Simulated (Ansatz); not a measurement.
# AlFH₆O₄ (built from SMILES F.O.[OH][Al]([OH])[OH]): search for a transition state

Wanted: the transition state of a ligand exchange through a proton shuttle (form Al1–F6, H5–O8, O2–H7 and break Al1–O2, H5–F6, H7–O8). The guess is relaxed with those distances held, a saddle search follows, and vibrations and two downhill relaxations check it.

Method: PBE0-D4, def2-SVP first, then def2-TZVP; program: Ansatz 0.2.0, Gaussian basis.

152 further runs of the same task are left out: 152 set aside as unsound or not needed. Runs told in other sessions of the task aren't counted.

### 1 Where the work starts

The guess: 12 atoms, charge 0, spin multiplicity 1.

Atoms are counted from 1 here; the program's logs count them from 0.

Bond lengths: Al1–O2 1.757 Å, Al1–O3 1.757 Å, Al1–O4 1.650 Å, Al1–F6 1.709 Å, O2–H9 0.947 Å, O3–H10 0.947 Å, O4–H11 0.942 Å, H5–O8 0.973 Å, H7–O8 1.079 Å, O8–H12 1.078 Å. Angles: O2–Al1–O3 98.9°, O2–Al1–O4 117.3°, O2–Al1–F6 98.8°, O3–Al1–O4 117.5°, O3–Al1–F6 98.9°, O4–Al1–F6 121.2°, Al1–O2–H9 137.9°, Al1–O3–H10 137.8°, Al1–O4–H11 154.4°, H5–O8–H7 101.5°, H5–O8–H12 101.5°, H7–O8–H12 90.1°.

Geometry (Å):

```mol
AlFH6O4
  3D, bonds by distance, orders not assigned

 12 10  0  0  0  0  0  0  0  0999 V2000
   -0.4034   -0.4617    0.5526 Al  0  0
    0.9815   -0.9703   -0.4012 O   0  0
   -1.1366    0.6437   -0.5990 O   0  0
   -1.3611   -1.6450    1.1889 O   0  0
    1.3309    1.7404   -0.0315 H   0  0
    0.3744    0.6817    1.5563 F   0  0
    1.3047    0.3489   -0.8015 H   0  0
    1.1636    1.4109   -0.9320 O   0  0
    1.4442   -1.7734   -0.5950 H   0  0
   -2.0039    0.8568   -0.9127 H   0  0
   -1.7889   -2.1057    1.8902 H   0  0
    0.0947    1.2737   -0.9151 H   0  0
  1  2  8  0
  1  3  8  0
  1  4  8  0
  1  6  8  0
  2  9  8  0
  3 10  8  0
  4 11  8  0
  5  8  8  0
  7  8  8  0
  8 12  8  0
M  END
```

Distances that are to change: Al1–F6 1.71 Å, H5–O8 0.97 Å, O2–H7 1.42 Å, Al1–O2 1.76 Å, H5–F6 2.13 Å, H7–O8 1.08 Å.

### 2 Relaxing the guess with the reacting distances held

File hold/in.yaml:

```yaml
crystal:
  periodic: [false, false, false]
  atoms:
    - {symbol: Al, position_ang: [-0.403400, -0.461700, 0.552600]}
    - {symbol: O, position_ang: [0.981500, -0.970300, -0.401200]}
    - {symbol: O, position_ang: [-1.136600, 0.643700, -0.599000]}
    - {symbol: O, position_ang: [-1.361100, -1.645000, 1.188900]}
    - {symbol: H, position_ang: [1.330900, 1.740400, -0.031500]}
    - {symbol: F, position_ang: [0.374400, 0.681700, 1.556300]}
    - {symbol: H, position_ang: [1.304700, 0.348900, -0.801500]}
    - {symbol: O, position_ang: [1.163600, 1.410900, -0.932000]}
    - {symbol: H, position_ang: [1.444200, -1.773400, -0.595000]}
    - {symbol: H, position_ang: [-2.003900, 0.856800, -0.912700]}
    - {symbol: H, position_ang: [-1.788900, -2.105700, 1.890200]}
    - {symbol: H, position_ang: [0.094700, 1.273700, -0.915100]}
basis:
  gaussian: {orbitals: def2-SVP}
hamiltonian: {xc: pbe0, dispersion: d4}
relax: {f_tol: 0.04, max_steps: 150, escape_saddle: false, constraints: [{distance: [0, 5]}, {distance: [4, 7]}, {distance: [1, 6]}, {distance: [0, 1]}, {distance: [4, 5]}, {distance: [6, 7]}]}
```

On the command line:

```
$ ansatz run in.yaml --threads 8 --pin off --events-out ev --progress --plain --max-ram 19148MiB
```

Further steps of the session: A starting Hessian; Saddle search in the small basis; Saddle search in triple zeta; Vibrations at the point found; Relaxing after a step of 0.30 Å one way along the mode; Relaxing after a step of 0.30 Å the other way along the mode.

Q: Predict the outcome of this session. Wanted: imaginary mode; barrier from the start side; barrier from the end side; energy of the step; pairs that change; zero-point energy at the saddle.

The runs gave:

| quantity | value |
| --- | --- |
| imaginary mode | 796i cm⁻¹ |
| barrier from the start side | 3.9 kcal/mol |
| barrier from the end side | 4.4 kcal/mol |
| energy of the step | -0.4 kcal/mol |
| pairs that change | O2–H7 formed, O8–H12 formed, O3–H12 broken, H7–O8 broken |
| zero-point energy at the saddle | 2.091 eV |

In words: One imaginary mode, 796i cm⁻¹, makes this a first-order saddle. The two relaxations don't end on the planned structures: the search found another step. At PBE0-D4/def2-TZVP the electronic barrier is 3.9 kcal/mol, about 7 kT at 298 K, and the step runs 0.4 kcal/mol downhill. A step off the saddle overshot and began above it in energy, so the link to its end is likely but not proven.
